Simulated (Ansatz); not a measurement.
**One shape, several levels: doublet C2H7NSi+**

Wanted: a comparison of 6 runs (U-r2SCAN0/6-31G*, U-revPBE/6-31G*, U-wB97X/6-31G*, UPBE0/6-31G*, RPA@PBE/6-31G*, UCCSD(T)/6-31G*) of doublet C2H7NSi+. 

Program for the calculation: Ansatz 0.2.0.

63 further runs of the same task are left out: 63 set aside as unsound or not needed. Runs told in other sessions of the task aren't counted.

## (1) The molecule

C2H7NSi+ has 11 atoms, charge +1, and is taken as a doublet. SMILES of the parent species: `C=N[SiH2]C`. Geometry: relaxed at PBE0-D4/def2-TZVP. That shape belongs to the parent species and isn't relaxed for this state.

Bond lengths: C1–N2 1.257 Å, N2–Si3 1.747 Å, Si3–C4 1.862 Å, C1–H5 1.097 Å, C1–H6 1.103 Å, Si3–H7 1.497 Å, Si3–H8 1.486 Å, C4–H9 1.092 Å, C4–H10 1.093 Å, C4–H11 1.092 Å. Some angles: C1–N2–Si3 124.0°, N2–Si3–C4 108.8°, N2–C1–H5 120.4°, N2–C1–H6 124.2°, N2–Si3–H7 110.9°, N2–Si3–H8 106.9°, C4–Si3–H7 110.6°, C4–Si3–H8 110.8°, Si3–C4–H9 110.4°, Si3–C4–H10 110.6°.

## (2) A single-point energy at U-r2SCAN0/6-31G(d) (spherical functions) (run 1)

input.yaml

```yaml
crystal:
  periodic: [false, false, false]
  atoms:
    - {symbol: C, position_ang: [-0.763200, 2.027200, 0.389900]}
    - {symbol: N, position_ang: [-0.749500, 1.001600, -0.336400]}
    - {symbol: Si, position_ang: [-0.379200, -0.602800, 0.247400]}
    - {symbol: C, position_ang: [1.068600, -1.271000, -0.713200]}
    - {symbol: H, position_ang: [-0.997700, 3.009000, -0.039500]}
    - {symbol: H, position_ang: [-0.550300, 2.023600, 1.471900]}
    - {symbol: H, position_ang: [-0.075100, -0.581600, 1.713400]}
    - {symbol: H, position_ang: [-1.590400, -1.434700, 0.023400]}
    - {symbol: H, position_ang: [0.849500, -1.270200, -1.783000]}
    - {symbol: H, position_ang: [1.292800, -2.296000, -0.407900]}
    - {symbol: H, position_ang: [1.959900, -0.662200, -0.545500]}
basis:
  gaussian:
    orbitals: 6-31G_st_-spherical.json
total_charge: 1
magnetization:
  spin_polarized: true
  initial_magnetization: 1
hamiltonian:
  xc: {name: r2SCAN0}
accuracy: high
output:
  orbitals: {seedname: orbitals}
```

The basis set 6-31G* is read from a file made from the Basis Set Exchange's data (not shown).

On the command line:

```sh
$ ansatz run input.yaml --threads 1 --pin off --max-ram 3480MiB --events-out events.jsonl --progress --plain --runs-dir runs
```

The log of the run:

```text
Warning: RAYON_NUM_THREADS=1 ignored (pool sized by the plan → 1); use --threads N
Functional definition: r2SCAN0
  name "r2SCAN0"
  parameter a = 0.25
  parameter k0 = 0.174
  parameter k1 = 0.065
  parameter a1 = 4.9479
  exchange = (1 - a)*r2scan_x(k0 = k0, k1 = k1, a1 = a1) + a*exact_x
  correlation = r2scan_c
1802 factors; integrals over basis functions are off by at most 3.9e-9 eV
mean field evaluation 1: about -11528.2611 eV, gradient 5.1e1 eV
mean field evaluation 2: about -11511.3711 eV, gradient 7.5e1 eV
mean field evaluation 4: about -11541.5821 eV, gradient 9.4e0 eV
mean field evaluation 8: about -11542.3125 eV, gradient 1.1e0 eV
mean field evaluation 16: about -11542.3319 eV, gradient 1.6e-2 eV
mean field evaluation 32: about -11542.3319 eV, gradient 4.0e-6 eV
mean field -11542.33193237 eV, -424.1728748411 hartree, gradient 7.0e-8 eV, S^2 0.772327; 0 other end points of the search recorded, 0 dependent functions left out
reference -11542.33193361 eV, -424.1728748867 hartree; 20, 19 occupied and 54, 55 virtual orbitals, 1802 factors
Total energy: -11542.33193361 eV, -424.1728748867 hartree
```

It took 35 s on 1 thread of Arm Neoverse V1, shared host; peak memory 0.5 GiB.

## (3) A single-point energy at U-revPBE/6-31G(d) (spherical functions) (run 2)

molecule.yaml

```yaml
crystal:
  periodic: [false, false, false]
  atoms:
    - {symbol: C, position_ang: [-0.763200, 2.027200, 0.389900]}
    - {symbol: N, position_ang: [-0.749500, 1.001600, -0.336400]}
    - {symbol: Si, position_ang: [-0.379200, -0.602800, 0.247400]}
    - {symbol: C, position_ang: [1.068600, -1.271000, -0.713200]}
    - {symbol: H, position_ang: [-0.997700, 3.009000, -0.039500]}
    - {symbol: H, position_ang: [-0.550300, 2.023600, 1.471900]}
    - {symbol: H, position_ang: [-0.075100, -0.581600, 1.713400]}
    - {symbol: H, position_ang: [-1.590400, -1.434700, 0.023400]}
    - {symbol: H, position_ang: [0.849500, -1.270200, -1.783000]}
    - {symbol: H, position_ang: [1.292800, -2.296000, -0.407900]}
    - {symbol: H, position_ang: [1.959900, -0.662200, -0.545500]}
basis:
  gaussian: {orbitals: 6-31G_st_-spherical.json}
output: {orbitals: {seedname: orbitals}}
hamiltonian: {xc: {name: revPBE}}
magnetization: {spin_polarized: true, initial_magnetization: 1}
total_charge: 1
accuracy: high
```

The basis set 6-31G* is read from a file made from the Basis Set Exchange's data (not shown).

On the command line:

```sh
$ ansatz run molecule.yaml --threads 1 --pin off --max-ram 3480MiB --events-out events.jsonl --progress --plain --runs-dir runs
```

The log of the run:

```text
Warning: RAYON_NUM_THREADS=1 ignored (pool sized by the plan → 1); use --threads N
Functional definition: revPBE
  name "revPBE"
  parameter kappa = 1.245
  parameter beta = 0.06672455060314922
  exchange = pbe_x(kappa = kappa, mu = beta*pi^2/3)
  correlation = pbe_c(beta = beta)
1802 factors; integrals over basis functions are off by at most 3.9e-9 eV
mean field evaluation 1: about -11521.0478 eV, gradient 6.5e1 eV
mean field evaluation 2: about -11435.0474 eV, gradient 1.2e2 eV
mean field evaluation 4: about -11539.5430 eV, gradient 2.7e1 eV
mean field evaluation 8: about -11543.2247 eV, gradient 8.4e-1 eV
mean field evaluation 16: about -11543.2169 eV, gradient 1.4e-3 eV
mean field evaluation 32: about -11535.2868 eV, gradient 2.3e1 eV
mean field -11543.21694519 eV, -424.2053984624 hartree, gradient 2.9e-8 eV, S^2 0.756213; 5 other end points of the search recorded, 0 dependent functions left out
reference -11543.21694915 eV, -424.2053986079 hartree; 20, 19 occupied and 54, 55 virtual orbitals, 1802 factors
Total energy: -11543.21694915 eV, -424.2053986079 hartree
```

Run time: 13 s. Hardware: 1 thread of Arm Neoverse V1, shared host; peak memory 0.26 GiB.

Run 3 isn't shown in full; the table further down has it.

## (4) The energy at UPBE0/6-31G(d) (spherical functions) (run 4)

in.yaml

```yaml
crystal:
  periodic: [false, false, false]
  atoms:
    - {symbol: C, position_ang: [-0.763200, 2.027200, 0.389900]}
    - {symbol: "N", position_ang: [-0.749500, 1.001600, -0.336400]}
    - {symbol: Si, position_ang: [-0.379200, -0.602800, 0.247400]}
    - {symbol: C, position_ang: [1.068600, -1.271000, -0.713200]}
    - {symbol: H, position_ang: [-0.997700, 3.009000, -0.039500]}
    - {symbol: H, position_ang: [-0.550300, 2.023600, 1.471900]}
    - {symbol: H, position_ang: [-0.075100, -0.581600, 1.713400]}
    - {symbol: H, position_ang: [-1.590400, -1.434700, 0.023400]}
    - {symbol: H, position_ang: [0.849500, -1.270200, -1.783000]}
    - {symbol: H, position_ang: [1.292800, -2.296000, -0.407900]}
    - {symbol: H, position_ang: [1.959900, -0.662200, -0.545500]}
basis:
  gaussian:
    orbitals: 6-31G_st_-spherical.json
total_charge: 1
magnetization:
  spin_polarized: true
  initial_magnetization: 1
hamiltonian:
  xc: {name: PBE0}
accuracy: high
output:
  orbitals: {seedname: orbitals}
```

The basis set 6-31G* is read from a file made from the Basis Set Exchange's data (not shown).

On the command line:

```sh
$ ansatz run in.yaml --threads 1 --pin off --max-ram 3480MiB --events-out events.jsonl --progress --plain --runs-dir runs
```

The log of the run:

```text
Warning: RAYON_NUM_THREADS=1 ignored (pool sized by the plan → 1); use --threads N
Functional definition: PBE0
  name "PBE0"
[... 1 set-up line as earlier in the session ...]
  parameter kappa = 0.804
[... 1 set-up line as earlier in the session ...]
  exchange = (1 - a)*pbe_x(kappa = kappa, mu = beta*pi^2/3) + a*exact_x
[... 1 set-up line as earlier in the session ...]
1802 factors; integrals over basis functions are off by at most 3.9e-9 eV
mean field evaluation 1: about -11522.3212 eV, gradient 5.5e1 eV
mean field evaluation 2: about -11497.3489 eV, gradient 8.5e1 eV
mean field evaluation 4: about -11537.0365 eV, gradient 1.2e1 eV
mean field evaluation 8: about -11538.0092 eV, gradient 7.1e-1 eV
mean field evaluation 16: about -11538.0147 eV, gradient 3.2e-3 eV
mean field evaluation 32: about -11538.0147 eV, gradient 3.7e-7 eV
mean field -11538.01472348 eV, -424.0142203408 hartree, gradient 9.9e-8 eV, S^2 0.762101; 2 other end points of the search recorded, 0 dependent functions left out
reference -11538.01472586 eV, -424.0142204281 hartree; 20, 19 occupied and 54, 55 virtual orbitals, 1802 factors
Total energy: -11538.01472586 eV, -424.0142204281 hartree
```

It took 17 s on 1 thread of Arm Neoverse V1, shared host; peak memory 0.35 GiB.

Run 5 isn't shown in full; the table further down has it.

## (5) A single-point energy at UCCSD(T)/6-31G(d) (spherical functions) (run 6)

run.yaml

```yaml
basis:
  gaussian: {orbitals: 6-31G_st_-spherical.json}
crystal:
  periodic: [false, false, false]
  atoms:
    - {symbol: C, position_ang: [-0.763200, 2.027200, 0.389900]}
    - {symbol: "N", position_ang: [-0.749500, 1.001600, -0.336400]}
    - {symbol: Si, position_ang: [-0.379200, -0.602800, 0.247400]}
    - {symbol: C, position_ang: [1.068600, -1.271000, -0.713200]}
    - {symbol: H, position_ang: [-0.997700, 3.009000, -0.039500]}
    - {symbol: H, position_ang: [-0.550300, 2.023600, 1.471900]}
    - {symbol: H, position_ang: [-0.075100, -0.581600, 1.713400]}
    - {symbol: H, position_ang: [-1.590400, -1.434700, 0.023400]}
    - {symbol: H, position_ang: [0.849500, -1.270200, -1.783000]}
    - {symbol: H, position_ang: [1.292800, -2.296000, -0.407900]}
    - {symbol: H, position_ang: [1.959900, -0.662200, -0.545500]}
total_charge: 1
magnetization: {spin_polarized: true, initial_magnetization: 1}
correlation: {method: ccsd_t, frozen_orbitals: {C: 1, H: 0, "N": 1, Si: 5}}
accuracy: high
scf: {omitted_lower_state_checks: [cluster_reference, increment]}
```

The basis set 6-31G* is read from a file made from the Basis Set Exchange's data (not shown).

On the command line:

```sh
$ ansatz run run.yaml --threads 1 --pin off --max-ram 3480MiB --events-out events.jsonl --progress --plain --runs-dir runs
```

The log of the run (excerpt; [...] marks lines left out):

```text
Warning: RAYON_NUM_THREADS=1 ignored (pool sized by the plan → 1); use --threads N
Functional definition: HF
  name "HF"
[...]
1802 factors; integrals over basis functions are off by at most 3.9e-9 eV
[...]
mean field -11506.99196576 eV, -422.8741550226 hartree, gradient 2.8e-8 eV, S^2 0.858954; 2 other end points of the search recorded, 0 dependent functions left out
8 core orbitals not correlated: weight in the atoms' cores, before any rotation towards them, 1.000 or more for the frozen orbitals, at most 0.000 for the correlated occupied ones
reference -11506.99196576 eV, -422.8741550226 hartree; 12, 11 occupied and 54, 55 virtual orbitals, 1802 factors
second order -12.10204382 eV of doubles, -0.00000000 eV of singles
cycle   1  -13.06503408 eV  change   -9.6e-1 eV  update   1.1e-1
[...]
cycle  31  -13.79582586 eV  change   8.9e-10 eV  update   1.5e-9
perturbative correction -0.42700350 eV, -0.0156920891 hartree
Total energy: -11521.21479512 eV, -423.3968343609 hartree
Checks for a lower state left out: cluster_reference, increment
```

Run time: 49 s. Hardware: 1 thread of Arm Neoverse V1, shared host; peak memory 0.62 GiB.

## (6) Overview of the runs

```csv
run,level,frozen core orbitals,energy (Eh),HOMO energy (eV),LUMO energy (eV),⟨S²⟩,wall time
1,U-r2SCAN0/6-31G* (spherical functions),–,-424.172875,-14.15,-10.96,0.772,35 s
2,U-revPBE/6-31G* (spherical functions),–,-424.205399,-12.74,-12.34,0.756,13 s
3,U-wB97X/6-31G* (spherical functions),–,-424.256164,-16.31,-9.15,0.762,72 s
4,UPBE0/6-31G* (spherical functions),–,-424.014220,-13.97,-11.32,0.762,17 s
5,RPA@PBE/6-31G* (spherical functions),8,-423.626383,–,–,0.756,23 s
6,UCCSD(T)/6-31G* (spherical functions),8,-423.396834,–,–,0.859,49 s
```

## (7) Results

| quantity | value |
| --- | --- |
| run 6: total energy | -423.39683 Eh |
| run 6: correlation energy (8 core orbitals frozen) | -522.7 mEh |
| run 6: (T) correction | -15.69 mEh |
| run 6: ⟨S²⟩ of the reference determinant | 0.859 |
| run 6: T1 diagnostic | 0.029 |

Totals of different functionals can't be ranked against each other. Spin contamination of the reference: run 6 ⟨S²⟩ = 0.86. All runs together took 3.5 min, the longest 72 s.
